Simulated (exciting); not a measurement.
# BiTe (Fm-3m) in exciting: settings compared

One crystal, BiTe, is run at these levels: RGE2, acPBE; tasks: single point.

Everything below comes from runs of exciting (release sodium). Logs are shortened: lines on timing, memory, paths and dates and some standing lists are left out, and cuts for length are marked.

### Step 1. The crystal as given

It takes space group Fm-3m (No. 225, cubic). The conventional cell has a = 6.470 Å, b = 6.470 Å, c = 6.470 Å, α = 90.00°, β = 90.00°, γ = 90.00°. Bi (site symmetry m-3m) is surrounded by 6 Te at 3.23 Å. Te (site symmetry m-3m) is surrounded by 6 Bi at 3.23 Å.

### Step 2. Single point, RGE2 (atoms moved at random, drawn with an rms of 0.1 Å)

File run_exciting.py:

```python
import subprocess
import xml.etree.ElementTree as ET
from ase.io import read
from ase.units import Bohr

atoms = read("BiTe.cif")
import spglib
from ase import Atoms
cell, positions, numbers = spglib.find_primitive((atoms.cell[:], atoms.get_scaled_positions(), atoms.numbers), symprec=1e-5)
atoms = Atoms(numbers, cell=cell, scaled_positions=positions, pbc=True)
rmt = {'Bi': 2.07, 'Te': 2.07}  # bohr
tasks = """
<groundstate do="fromscratch" ngridk="4 4 4" rgkmax="9" gmaxvr="14" lmaxapw="10" lmaxmat="10" lmaxvr="8" stype="Fermi Dirac" swidth="0.00183747" nempty="10" ValenceRelativity="iora*" epsengy="1e-05" epspot="1e-05" maxscl="60" tforce="true" outputlevel="high" fracinr="0.01">
  <libxc exchange="XC_GGA_X_RGE2" correlation="XC_GGA_C_RGE2"/>
</groundstate>
<properties>
  <chargedensityplot>
    <plot3d>
      <box grid="23 23 23">
        <origin coord="0 0 0"/>
        <point coord="1 0 0"/>
        <point coord="0 1 0"/>
        <point coord="0 0 1"/>
      </box>
    </plot3d>
  </chargedensityplot>
  <elfplot>
    <plot3d>
      <box grid="23 23 23">
        <origin coord="0 0 0"/>
        <point coord="1 0 0"/>
        <point coord="0 1 0"/>
        <point coord="0 0 1"/>
      </box>
    </plot3d>
  </elfplot>
  <exccplot>
    <plot3d>
      <box grid="23 23 23">
        <origin coord="0 0 0"/>
        <point coord="1 0 0"/>
        <point coord="0 1 0"/>
        <point coord="0 0 1"/>
      </box>
    </plot3d>
  </exccplot>
</properties>
"""

root = ET.Element("input")
ET.SubElement(root, "title").text = "BiTe"
structure = ET.SubElement(root, "structure", speciespath="./", tshift="false")
crystal = ET.SubElement(structure, "crystal", scale="1.0")
for vector in atoms.cell / Bohr:
    ET.SubElement(crystal, "basevect").text = " ".join(f"{x:.12f}" for x in vector)
symbols = atoms.get_chemical_symbols()
for element in dict.fromkeys(symbols):
    species = ET.SubElement(structure, "species", speciesfile=element + ".xml", rmt=str(rmt[element]))
    for symbol, position in zip(symbols, atoms.get_scaled_positions(wrap=False)):
        if symbol == element:
            ET.SubElement(species, "atom", coord=" ".join(f"{x:.12f}" for x in position))
root.extend(ET.fromstring("<tasks>" + tasks + "</tasks>"))
ET.indent(root)
ET.ElementTree(root).write("input.xml")
subprocess.run(["exciting_smp"], check=True)
```

File BiTe.cif:

```cif
data_BiTe
_cell_length_a 4.57498087
_cell_length_b 4.57498087
_cell_length_c 4.57498087
_cell_angle_alpha 60.00000000
_cell_angle_beta 60.00000000
_cell_angle_gamma 60.00000000
_space_group_name_H-M_alt 'P1'
_space_group_name_Hall 'P 1'
_space_group_IT_number 1
loop_
_space_group_symop_operation_xyz
'x,y,z'
loop_
_atom_site_label
_atom_site_type_symbol
_atom_site_symmetry_multiplicity
_atom_site_Wyckoff_symbol
_atom_site_fract_x
_atom_site_fract_y
_atom_site_fract_z
_atom_site_occupancy
Bi1 Bi 1 a 0.0093540000 0.0091480000 0.0028120000 1
Te1 Te 1 a 0.4865720000 0.4869890000 0.5116060000 1
```

Potentials or basis: all-electron LAPW+lo, shipped species files, valence relativity iora*.

The run is started by

```sh
$ OMP_NUM_THREADS=1 python run_exciting.py
```

What it wrote:

```text
================================================================================
EXCITING SODIUM started
[... 10 lines left out ...]

 Lattice vectors (cartesian) :
      8.6454608752      0.0000000000      0.0000000000
      4.3227304376      7.4871887454      0.0000000000
      4.3227304376      2.4957295818      7.0589892452

 Reciprocal lattice vectors (cartesian) :
      0.7267611754     -0.4195957602     -0.2966990074
      0.0000000000      0.8391915205     -0.2966990074
      0.0000000000      0.0000000000      0.8900970222

 Unit cell volume                           :     456.9297670293
 Brillouin zone volume                      :       0.5428628891

 Species :    1 (Bi)
     parameters loaded from                 :    Bi.xml
     name                                   :    bismuth
     nuclear charge                         :     -83.00000000
     electronic charge                      :      83.00000000
     atomic mass                            :  380947.92830000
     muffin-tin radius                      :       2.07000000
     # of radial points in muffin-tin       :     450

     atomic positions (lattice) :
       1 :   0.97868600  0.00935400  0.00281200

 Species :    2 (Te)
     parameters loaded from                 :    Te.xml
     name                                   :    tellurium
     nuclear charge                         :     -52.00000000
     electronic charge                      :      52.00000000
     atomic mass                            :  232600.57070000
     muffin-tin radius                      :       2.07000000
     # of radial points in muffin-tin       :     400

     atomic positions (lattice) :
       1 :   0.51483300  0.48657200  0.51160600

 Total number of atoms per unit cell        :       2

 Spin treatment                             :    spin-unpolarised

 Number of Bravais lattice symmetries       :      48
 Number of crystal symmetries               :       1

 k-point grid                               :       4    4    4
 Total number of k-points                   :      64
 k-point set is reduced with crystal symmetries

 R^MT_min * |G+k|_max (rgkmax)              :       9.00000000
 Species with R^MT_min                      :       1 (Bi)
 Maximum |G+k| for APW functions            :       4.34782609
 Maximum |G| for potential and density      :      14.00000000
 Polynomial order for pseudochg. density    :       9

 G-vector grid sizes                        :      40    40    40
 Total number of G-vectors                  :   21187

 Maximum angular momentum used for
     APW functions                          :      10
     computing H and O matrix elements      :      10
     potential and density                  :       8
     inner part of muffin-tin               :       2

 Total nuclear charge                       :    -135.00000000
 Total electronic charge                    :     135.00000000
 Total core charge                          :     104.00000000
 Total valence charge                       :      31.00000000

 Effective Wigner radius, r_s               :       0.93141313

 Number of empty states                     :      10
 Total number of valence states             :      26

 Maximum Hamiltonian size                   :     676
 Maximum number of plane-waves              :     648
 Total number of local-orbitals             :      28

 Exchange-correlation type                  :     100
     libxc; exchange: Regularized PBE; correlation: Regularized PBE (see libxc for references)

 Smearing scheme                            :    Fermi-Dirac
 Smearing width                             :       0.00183747

 Using multisecant Broyden potential mixing
[... 6 lines left out ...]
* Groundstate module started                                                   *
********************************************************************************
 Output level for this task is set to high

++++++++++++++++++++++++++++++++++++++++++++++++++++++++++++++++++++++++++++++++
[... 5 lines left out ...]
+ SCF iteration number :    1                                                  +
++++++++++++++++++++++++++++++++++++++++++++++++++++++++++++++++++++++++++++++++
 Total energy                               :    -28363.40384356
 _______________________________________________________________
 Fermi energy                               :         0.26982966
 Kinetic energy                             :     32427.03929883
 Coulomb energy                             :    -60224.08788278
 Exchange energy                            :      -557.80246789
 Correlation energy                         :        -8.55279171
 Sum of eigenvalues                         :    -17492.01738982
 Effective potential energy                 :    -49919.05668865
 Coulomb potential energy                   :    -49173.92154657
 xc potential energy                        :      -745.13514208
 Hartree energy                             :      9070.92503036
 Electron-nuclear energy                    :    -67315.77160729
 Nuclear-nuclear energy                     :     -1979.24130585
 Madelung energy                            :    -35637.12710950
 Core-electron kinetic energy               :         0.00000000

 DOS at Fermi energy (states/Ha/cell)       :        92.13650945

 Electron charges :
     core                                   :       104.00000000
     core leakage                           :         0.03274825
     valence                                :        31.00000000
     interstitial                           :         7.91282493
     charge in muffin-tin spheres :
                  atom     1    Bi          :        78.89844177
                  atom     2    Te          :        48.18873329
     total charge in muffin-tins            :       127.08717507
     total charge                           :       135.00000000
[... 578 lines left out ...]
 Coulomb energy                             :    -60225.17348629
 Exchange energy                            :      -557.86192395
 Correlation energy                         :        -8.55345638
 Sum of eigenvalues                         :    -17496.00625677
 Effective potential energy                 :    -49917.49642016
 Coulomb potential energy                   :    -49172.28158336
 xc potential energy                        :      -745.21483680
 Hartree energy                             :      9073.65059707
 Electron-nuclear energy                    :    -67319.58277751
 Nuclear-nuclear energy                     :     -1979.24130585
 Madelung energy                            :    -35639.03269461
 Core-electron kinetic energy               :         0.00000000

 DOS at Fermi energy (states/Ha/cell)       :        92.46495318

 Electron charges :
     core                                   :       104.00000000
     core leakage                           :         0.03233470
     valence                                :        31.00000000
     interstitial                           :         7.89032151
     charge in muffin-tin spheres :
                  atom     1    Bi          :        78.95014572
                  atom     2    Te          :        48.15953277
     total charge in muffin-tins            :       127.10967849
     total charge                           :       135.00000000

 RMS change in effective potential (target) :  0.218576E-07  ( 0.100000E-04)
 Absolute change in total energy   (target) :  0.741012E-05  ( 0.100000E-04)
 Charge distance                   (target) :  0.249690E-08  ( 0.100000E-04)
 Abs. change in max-nonIBS-force   (target) :  0.429126E-07  ( 0.500000E-04)

++++++++++++++++++++++++++++++++++++++++++++++++++++++++++++++++++++++++++++++++
| Convergency criteria checked for the last 2 iterations                       +
| Convergence targets achieved. Performing final SCF iteration                 +
++++++++++++++++++++++++++++++++++++++++++++++++++++++++++++++++++++++++++++++++
 Total energy                               :    -28370.09871670
 _______________________________________________________________
 Fermi energy                               :         0.25288696
 Kinetic energy                             :     32421.49015584
 Coulomb energy                             :    -60225.17349196
 Exchange energy                            :      -557.86192420
 Correlation energy                         :        -8.55345639
 Sum of eigenvalues                         :    -17496.00625993
 Effective potential energy                 :    -49917.49641578
 Coulomb potential energy                   :    -49172.28157864
 xc potential energy                        :      -745.21483714
 Hartree energy                             :      9073.65060747
 Electron-nuclear energy                    :    -67319.58279357
 Nuclear-nuclear energy                     :     -1979.24130585
 Madelung energy                            :    -35639.03270264
 Core-electron kinetic energy               :         0.00000000

 DOS at Fermi energy (states/Ha/cell)       :        92.46493281

 Electron charges :
     core                                   :       104.00000000
     core leakage                           :         0.03233470
     valence                                :        31.00000000
     interstitial                           :         7.89032146
     charge in muffin-tin spheres :
                  atom     1    Bi          :        78.95014579
                  atom     2    Te          :        48.15953275
     total charge in muffin-tins            :       127.10967854
     total charge                           :       135.00000000

++++++++++++++++++++++++++++++++++++++++++++++++++++++++++++++++++++++++++++++++
+ Self-consistent loop stopped                                                 +
++++++++++++++++++++++++++++++++++++++++++++++++++++++++++++++++++++++++++++++++
 STATE.OUT is written

--------------------------------------------------------------------------------
- Writing atomic positions and forces                                          -
--------------------------------------------------------------------------------

 Atomic positions (lattice) :
 atom     1  Bi  :     0.97868600    0.00935400    0.00281200
 atom     2  Te  :     0.51483300    0.48657200    0.51160600

 Total atomic forces including IBS (cartesian) :
 atom     1  Bi  :     0.00845005   -0.00502289    0.00205231
 atom     2  Te  :    -0.00845005    0.00502289   -0.00205231

 Atomic force components including IBS (cartesian) :
 atom     1  Bi  :     0.05777310   -0.03442985    0.01566619   HF force
                 :    -0.13922302    0.08246163   -0.03977033   core correction
                 :     0.08989998   -0.05305468    0.02615645   IBS correction
 atom     2  Te  :    -0.05777310    0.03442985   -0.01566619   HF force
                 :     0.13922302   -0.08246163    0.03977033   core correction
                 :    -0.08989998    0.05305468   -0.02615645   IBS correction

********************************************************************************
* Groundstate module stopped                                                   *
********************************************************************************

================================================================================
| EXCITING SODIUM stopped                                                      =
================================================================================
```

Wall time 13 min (1 thread of Arm Neoverse V1, shared host); peak memory 0.16 GiB.

Results:

| Property | Result |
| --- | --- |
| Free energy | -771989.7386 eV |
| Largest force | 0.516 eV/Å |
| Band gap on the k mesh | none (metal or under the smearing width) |
| All electrons inside the program's atomic spheres | Bi 78.95; Te 48.16 (radii Bi 2.07, Te 2.07 bohr) |

Forces on the atoms (eV/Å):
```
Bi   0.435 -0.258  0.106
Te  -0.435  0.258 -0.106
```

Caveat: the k mesh is coarse (spacing up to 0.42 Å⁻¹), so the values aren't converged; the log's total energy holds no entropy term; the free energy is that total less TS from the occupations; spin-orbit coupling is left out, which moves the levels of the heavy elements.

[end of part 1 of 2]
